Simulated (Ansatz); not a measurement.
# Zr3PdSe4: the cost of one run

Method: DFT PBE, scalar-relativistic, plane waves, PAW, unless a step names another level, in Ansatz 0.2.0.

5 further runs of the same task are left out: 3 that didn't finish, 2 set aside as unsound or not needed. Runs told in other sessions of the task aren't counted.

### 1 The system as given

It takes space group P-6m2 (No. 187, hexagonal). Conventional cell: a = 7.163 Å, b = 7.163 Å, c = 3.651 Å, α = 90.00°, β = 90.00°, γ = 120.00°. Around Zr (site symmetry mm2) lie 6 Se at 2.72 to 2.85 Å. Around Pd (site symmetry -6m2) lie 6 Se at 2.75 Å. Se (site symmetry mm2) is surrounded by 4 Zr at 2.72 Å and 2 Pd at 2.75 Å. Around Se (site symmetry -6m2) lie 6 Zr at 2.85 Å.

Structure file:

```xyz
8
Lattice="7.1626 0.0000 0.0000 -3.5813 6.2030 0.0000 0.0000 0.0000 3.6513" Properties=species:S:1:pos:R:3 pbc="T T T"
Zr   -1.6870    3.1613    0.0000
Zr    0.0000    6.0833    0.0000
Zr    1.6870    3.1613    0.0000
Pd    0.0000    0.0000    0.0000
Se   -1.7945    5.1714    1.8256
Se    0.0000    2.0632    1.8256
Se    3.5813    2.0677    1.8256
Se    1.7945    5.1714    1.8256
```

It came out lowest among 23 distinct ends of the trial cells. At a tolerance of 0.05 Å it has space group P-6m2 (No. 187).

### 2 Tight relaxation for the response runs, on the response runs' mesh and smearing

input.yaml reads:

```yaml
crystal:
  lattice:
    - [7.162552931, 0.0, 0.0]
    - [-3.5812764655, 6.2029527942, 0.0]
    - [0.0, 0.0, 3.6512908977]
  atoms:
    - { symbol: Zr, position: [0.0192868837, 0.5096434418, 0.0] }
    - { symbol: Zr, position: [0.4903565582, 0.9807131163, 0.0] }
    - { symbol: Zr, position: [0.4903565582, 0.5096434418, 0.0] }
    - { symbol: Pd, position: [0.0, 0.0, 0.0] }
    - { symbol: Se, position: [0.1663053885, 0.8336946115, 0.5] }
    - { symbol: Se, position: [0.1663053885, 0.3326107769, 0.5] }
    - { symbol: Se, position: [0.6666666667, 0.3333333333, 0.5] }
    - { symbol: Se, position: [0.6673892231, 0.8336946115, 0.5] }
basis:
  ecutwfc: 420
kpoints:
  mp_grid: { grid: [6, 6, 8] }
hamiltonian:
  xc: pbe
scf:
  occupations: { method: gaussian, width: 0.1 }
output:
  forces: true
  stress: true
  eigenvalues: true
relax:
  adjacent_minimum: "off"
  f_tol: 0.001
  max_steps: 60
  cell: { stress_tol: 0.01 }
```

The run is started by

```bash
$ ansatz run input.yaml --threads 3 --pin off --max-ram 7680MiB --backend cpu --events-out ev --progress --plain --runs-dir out
```

What time and memory should one allow on 3 threads of Arm Neoverse V2, shared host?

About 63 s, with a peak of 0.66 GiB.
